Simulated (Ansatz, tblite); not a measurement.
# C₁₄H₁₄F₂O₃S₂: a ladder of methods and basis sets

The task here is to estimate one member of a computed series from the others.

The runs use Ansatz 0.2.0, Gaussian basis; as each input shows.

Levels to be run: GFN1-xTB, GFN2-xTB, PBE-D4/def2-TZVP, r2SCAN-D4/def2-TZVP, CAM-B3LYP-D4/def2-TZVP, BHLYP-D4/def2-TZVP, B3LYP-D4/def2-TZVP, PBE+5HF/def2-SVP, PBE+10HF/def2-SVP, PBE+15HF/def2-SVP, PBE+35HF/def2-SVP, PBE+50HF/def2-SVP, PBE-D4/def2-SVP, PBE0-D4/def2-SVP, HF/STO-3G, MP2/def2-SVP, RPA/def2-SVP.

## The relaxed structure

The geometry is that of the singlet, from an earlier relaxation (PBE-D4/def2-SVP).

SMILES `C[S+](C)c1ccccc1.O=S(=O)([O-])c1ccc(F)cc1F`, 35 atoms, charge 0, spin multiplicity 1.

Bond lengths: C1–S2 1.817 Å, C1–H10 1.105 Å, C1–H11 1.105 Å, C1–H12 1.106 Å, S2–C3 1.813 Å, S2–C4 1.816 Å, C3–H13 1.106 Å, C3–H14 1.106 Å, C3–H15 1.106 Å, C4–C5 1.406 Å, C4–C9 1.404 Å, C5–C6 1.403 Å, C5–H16 1.102 Å, C6–C7 1.403 Å, C6–H17 1.100 Å, C7–C8 1.406 Å, C7–H18 1.101 Å, C8–C9 1.403 Å and more. Angles: S2–C1–H10 104.4°, S2–C1–H11 105.0°, S2–C1–H12 110.5°, H10–C1–H11 108.7°, H10–C1–H12 113.5°, H11–C1–H12 114.1°, C1–S2–C3 101.6°, C1–S2–C4 100.0°, C3–S2–C4 102.4°, S2–C3–H13 103.3°, S2–C3–H14 107.0°, S2–C3–H15 112.8°, H13–C3–H14 110.4°, H13–C3–H15 111.8°, H14–C3–H15 111.2°, S2–C4–C5 112.7°, S2–C4–C9 125.9°, C5–C4–C9 121.3° and more.

PBE0-D4/def2-TZVP was run before; its log isn't repeated, and its numbers join the tables.

Set-up of the first run:

Tight binding, by tblite at 300 K electronic temperature and without a spin-polarisation term:

```python
tblite.interface.Calculator('GFN1-xTB', numbers, positions, charge=0, uhf=0).singlepoint()
```

Tight binding, by tblite at 300 K electronic temperature and without a spin-polarisation term:

```python
tblite.interface.Calculator('GFN2-xTB', numbers, positions, charge=0, uhf=0).singlepoint()
```

start.molden holds the orbitals of an earlier run on this state, given as this run's starting guess.

File in.yaml:

```yaml
crystal:
  periodic: [false, false, false]
  atoms:
    - {symbol: C, position_ang: [-0.332087, 2.680218, 0.670197]}
    - {symbol: S, position_ang: [-0.397417, 1.191380, -0.368756]}
    - {symbol: C, position_ang: [0.046374, 1.861093, -1.994398]}
    - {symbol: C, position_ang: [-2.196242, 0.982794, -0.509424]}
    - {symbol: C, position_ang: [-2.671254, -0.133111, 0.201296]}
    - {symbol: C, position_ang: [-4.046804, -0.410706, 0.197704]}
    - {symbol: C, position_ang: [-4.928152, 0.414771, -0.517495]}
    - {symbol: C, position_ang: [-4.440737, 1.525154, -1.228170]}
    - {symbol: C, position_ang: [-3.069204, 1.818437, -1.225035]}
    - {symbol: H, position_ang: [-0.493060, 2.305112, 1.697442]}
    - {symbol: H, position_ang: [0.707702, 3.042845, 0.583933]}
    - {symbol: H, position_ang: [-1.093816, 3.412766, 0.344547]}
    - {symbol: H, position_ang: [1.146041, 1.965820, -1.934215]}
    - {symbol: H, position_ang: [-0.228085, 1.097013, -2.745159]}
    - {symbol: H, position_ang: [-0.446689, 2.827362, -2.208833]}
    - {symbol: H, position_ang: [-1.955020, -0.765164, 0.750474]}
    - {symbol: H, position_ang: [-4.428989, -1.279650, 0.754016]}
    - {symbol: H, position_ang: [-6.006028, 0.192773, -0.523633]}
    - {symbol: H, position_ang: [-5.134393, 2.169405, -1.789445]}
    - {symbol: H, position_ang: [-2.694485, 2.692020, -1.779523]}
    - {symbol: O, position_ang: [0.705364, 0.220845, 2.000303]}
    - {symbol: S, position_ang: [2.089948, 0.413370, 1.436786]}
    - {symbol: O, position_ang: [3.115635, 0.904637, 2.386865]}
    - {symbol: O, position_ang: [2.057713, 1.193186, 0.120939]}
    - {symbol: C, position_ang: [2.635947, -1.248025, 0.947035]}
    - {symbol: C, position_ang: [3.842839, -1.743634, 1.462659]}
    - {symbol: C, position_ang: [4.312945, -3.018341, 1.117943]}
    - {symbol: C, position_ang: [3.549294, -3.796833, 0.240433]}
    - {symbol: F, position_ang: [3.980498, -5.023548, -0.105890]}
    - {symbol: C, position_ang: [2.338355, -3.336771, -0.293395]}
    - {symbol: C, position_ang: [1.898319, -2.060995, 0.071952]}
    - {symbol: F, position_ang: [0.729854, -1.629175, -0.447659]}
    - {symbol: H, position_ang: [4.400174, -1.088383, 2.148831]}
    - {symbol: H, position_ang: [5.256509, -3.416305, 1.516713]}
    - {symbol: H, position_ang: [1.748950, -3.960351, -0.979050]}
basis:
  gaussian: {orbitals: def2-TZVP, fitting: {mean_field: def2-universal-jkfit}, initial_orbitals: start.molden}
hamiltonian: {xc: pbe, dispersion: d4}
scf: {omitted_lower_state_checks: [starts]}
output: {orbitals: {seedname: orbitals}}
```

Started as:

```
$ ansatz run in.yaml --threads 2 --pin off --events-out ev --progress --plain --max-ram 32768MiB --backend cuda --devices 0, --max-vram 18GiB
```

Among the steps run: PBE-D4/def2-TZVP; r2SCAN-D4/def2-TZVP; CAM-B3LYP-D4/def2-TZVP; BHLYP-D4/def2-TZVP; B3LYP-D4/def2-TZVP; PBE+5HF/def2-SVP; PBE+10HF/def2-SVP; PBE+15HF/def2-SVP; PBE+35HF/def2-SVP; PBE+50HF/def2-SVP; PBE-D4/def2-SVP; PBE0-D4/def2-SVP; HF/STO-3G; MP2/def2-SVP; RPA/def2-SVP.

One table of the session follows, with a row left open; its other results are not shown here.

It belongs to the step «Binding energy». 

| level | binding an atom (eV) |
| --- | --- |
| HF/STO-3G | 3.293 |
| HF/def2-SVP | 3.253 |
| PBE-D4/def2-SVP | ? |
| PBE-D4/def2-TZVP | 4.853 |
| r2SCAN-D4/def2-TZVP | 4.690 |
| B3LYP-D4/def2-TZVP | 4.638 |
| PBE0-D4/def2-SVP | 4.729 |
| PBE0-D4/def2-TZVP | 4.711 |
| BHLYP-D4/def2-TZVP | 4.437 |
| CAM-B3LYP-D4/def2-TZVP | 4.649 |
| MP2/def2-SVP | 4.503 |

Estimate the missing values for PBE-D4/def2-SVP.

As computed: binding an atom (eV): 4.876. In the column «binding an atom (eV)» it is the highest.

Limits of these values: Free atoms were run apart at each level; binding is atoms less cluster, divided by the number of atoms, without zero-point or spin-orbit terms.
